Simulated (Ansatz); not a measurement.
I need a projected density of states of Rh, space group P6_3/mmc. Use the Python package of Ansatz (0.2.0). Level of theory: PBEsol, PAW, the default cutoff (420 eV here), 11×11×3 k-points, Fermi-Dirac smearing of 0.1 eV.

The script reads `rh.cif`:
```cif
data_Rh
_cell_length_a 2.691745
_cell_length_b 2.691745
_cell_length_c 8.798070
_cell_angle_alpha 90.00000
_cell_angle_beta 90.00000
_cell_angle_gamma 120.00000
_symmetry_space_group_name_H-M 'P 1'
_symmetry_Int_Tables_number 1
loop_
_symmetry_equiv_pos_as_xyz
'x, y, z'
loop_
_atom_site_label
_atom_site_type_symbol
_atom_site_fract_x
_atom_site_fract_y
_atom_site_fract_z
Rh1 Rh    0.000000    0.000000    0.000000
Rh2 Rh    0.333333    0.666667    0.250000
Rh3 Rh    0.000000    0.000000    0.500000
Rh4 Rh    0.666667    0.333333    0.750000
```

Script `run_pdos.py`:
```python
"""Which atoms and shells make the states of Rh."""

import ansatz as az
from ase.io import read
import numpy as np


def main() -> None:
    atoms = read("rh.cif")
    crystal = az.Crystal.from_ase(atoms)

    base = (
        crystal.calculation()
        .functional("PBEsol")
        .kpoints(spacing=0.26)
        .occupations("fermi_dirac")
        .scf(extra_bands=14)
        .density_of_states(projected=True, energy_step=0.05)
    )
    history = []
    res = base.session().plan().execute(on_event=lambda event: history.append(event["data"]["dr2_ev"]) if event["event"] == "scf_iter" else None)
    r = res.report
    print("density residual by iteration (eV):", " ".join(f"{value:.1e}" for value in history[:40]))

    dos = res.density_of_states()
    energy = np.asarray(dos.energies_ev) - dos.fermi_ev
    curves = {}
    for site in res.projected_density_of_states().sites:
        for shell in site.shells:
            weight = sum(np.sum(curve.g_bin_mean_per_ev, axis=0) for curve in shell.curves)
            name = f"{site.species} {shell.label}"
            curves[name] = curves.get(name, 0) + weight

    print("E-EF   " + " ".join(f"{name:>8s}" for name in curves))
    for e in np.arange(-10, 4 + 0.1, 0.5):
        print(f"{e:5.1f}  " + " ".join(f"{np.interp(e, energy, g):8.3f}" for g in curves.values()))


if __name__ == "__main__":
    main()
```

```console
$ python run_pdos.py
DeckWarning: the atoms were moved onto the symmetric positions of the space group found under crystal.symmetry.tolerance 1.0e-5 (fractional; no operation is sought that the atoms, as they stand in a round, miss by more than twice it, and no atom is moved by [...]
DeckWarning: basis.ecutwfc = 420 eV, auto-derived from the records' recommended cutoffs: set by Rh (normal level)
density residual by iteration (eV): 4.8e-02 1.0e-02 1.3e-04 4.4e-06 1.8e-07 8.5e-09
E-EF      Rh 4S    Rh 5S    Rh 4P    Rh 4D
-10.0     0.000    0.000    0.000    0.000
 -9.5     0.000    0.000    0.000    0.000
 -9.0     0.000    0.000    0.000    0.000
 -8.5     0.000    0.000    0.000    0.000
 -8.0     0.000    0.005    0.000    0.000
 -7.5     0.007    0.219    0.002    0.002
 -7.0     0.007    0.260    0.004    0.010
 -6.5     0.009    0.433    0.010    0.057
 -6.0     0.017    1.050    0.026    2.816
 -5.5     0.011    1.131    0.040    5.082
 -5.0     0.004    0.641    0.041    6.083
 -4.5     0.001    0.274    0.040    5.765
 -4.0     0.000    0.224    0.028    4.476
 -3.5     0.000    0.294    0.033    6.168
 -3.0     0.000    0.240    0.025    5.907
 -2.5     0.000    0.474    0.033    7.616
 -2.0     0.001    0.371    0.023    6.148
 -1.5     0.000    0.168    0.010    4.378
 -1.0     0.001    0.215    0.011    6.248
 -0.5     0.000    0.160    0.006    4.554
  0.0     0.000    0.146    0.005    6.024
  0.5     0.000    0.319    0.007    7.881
  1.0     0.001    0.264    0.004    0.751
  1.5     0.001    0.339    0.003    0.589
  2.0     0.002    0.428    0.004    0.498
  2.5     0.003    0.456    0.003    0.400
  3.0     0.003    0.429    0.002    0.304
  3.5     0.004    0.436    0.002    0.245
  4.0     0.004    0.409    0.001    0.201
```
(Warnings from the package without file and line, shortened.)

Notes:
- For a metal this k-point mesh is coarse: on a finer one energies can move by several to tens of meV an atom and pressures by half a GPa or more, differences at one mesh by less.
- This isn't the structure that Rh takes at ambient conditions.
- Curves are summed over the cell's atoms. Only shells that the potentials hold have channels, so projections don't add up to the total, least of all where a shell is missing (p of most metals); heights and places of peaks move with the mesh.
- The density of states is complete only as far up as bands were computed.
- Finished in 3 s on 1 thread of Intel(R) Xeon(R) Processor @ 2.30GHz (shared host), peak memory 0.58 GiB.
